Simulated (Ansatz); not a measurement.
Geometry optimisation, DFT r2SCAN-D3(BJ), scalar-relativistic, plane waves, PAW (Ansatz 0.2.0).

Input file:

```yaml
accuracy: low
crystal:
  lattice:
    - [0.0, 3.57, 3.57]
    - [3.57, 0.0, 3.57]
    - [3.57, 3.57, 0.0]
  atoms:
    - { symbol: C, position: [0.0, 0.0, 0.0] }
    - { symbol: C, position: [0.125, 0.125, 0.125] }
    - { symbol: C, position: [0.0, 0.0, 0.5] }
    - { symbol: C, position: [0.125, 0.125, 0.625] }
    - { symbol: C, position: [0.0, 0.5, 0.0] }
    - { symbol: C, position: [0.125, 0.625, 0.125] }
    - { symbol: C, position: [0.0, 0.5, 0.5] }
    - { symbol: C, position: [0.125, 0.625, 0.625] }
    - { symbol: C, position: [0.5, 0.0, 0.0] }
    - { symbol: C, position: [0.625, 0.125, 0.125] }
    - { symbol: C, position: [0.5, 0.0, 0.5] }
    - { symbol: C, position: [0.625, 0.125, 0.625] }
    - { symbol: C, position: [0.5, 0.5, 0.0] }
    - { symbol: C, position: [0.625, 0.625, 0.125] }
    - { symbol: C, position: [0.5, 0.5, 0.5] }
    - { symbol: C, position: [0.625, 0.625, 0.625] }
    - { symbol: H, position: [0.7481507, 0.7527259, 0.2551818], spin: 1.0 }
magnetization:
  spin_polarized: true
basis:
  ecutwfc: 500.0
kpoints:
  mp_grid: { grid: [2, 2, 2] }
hamiltonian:
  xc: r2scan
  dispersion: d3bj
scf:
  occupations: { method: fermi_dirac, width: 0.02 }
  lower_state_search: "off"
relax:
  f_tol: 0.08
  max_steps: 25
  adjacent_minimum: "off"
```

Run as:

```bash
$ ansatz run input.yaml --threads 1 --pin off --max-ram 3072MiB --backend cpu --events-out ev --progress --plain --runs-dir out
```

Problem. Where does it end, and by what steps?

Solution. The run converged. The threshold is loose, so the end isn't yet a minimum. The force dipped under the threshold on the way, but the program's further checks kept it going. Limits of this set-up: coarse k mesh, low accuracy level. After 3 steps the energy has fallen by 0.073 eV; C11 moved furthest, 0.02 Å.

```csv
step,energy less start (eV),largest force component (eV/Å),accepted
0,0.0000,1.231,yes
1,-0.0616,0.388,yes
2,-0.0731,0.059,yes
3,-0.0731,0.059,yes
```

```xyz
17
Lattice="0.0000 3.5700 3.5700 3.5700 0.0000 3.5700 3.5700 3.5700 0.0000" Properties=species:S:1:pos:R:3
C 0.001 0.001 0.021
C 0.890 0.889 0.896
C 1.786 1.785 0.000
C 2.682 2.681 0.896
C 1.767 0.000 1.785
C 2.677 0.894 2.679
C 3.570 1.807 1.786
C 4.460 2.682 2.674
C 0.000 1.765 1.785
C 0.893 2.677 2.678
C 1.808 3.570 1.785
C 2.682 4.459 2.674
C 1.786 1.785 3.570
C 2.676 2.676 4.461
C 3.570 3.570 3.550
C 4.463 4.463 4.463
H 3.587 3.577 5.357
```

Whether the end is a true minimum wasn't checked by a vibrational analysis.

Run time: 95 s on 1 thread of Arm Neoverse V1, on a shared host, peak memory 0.51 GiB.
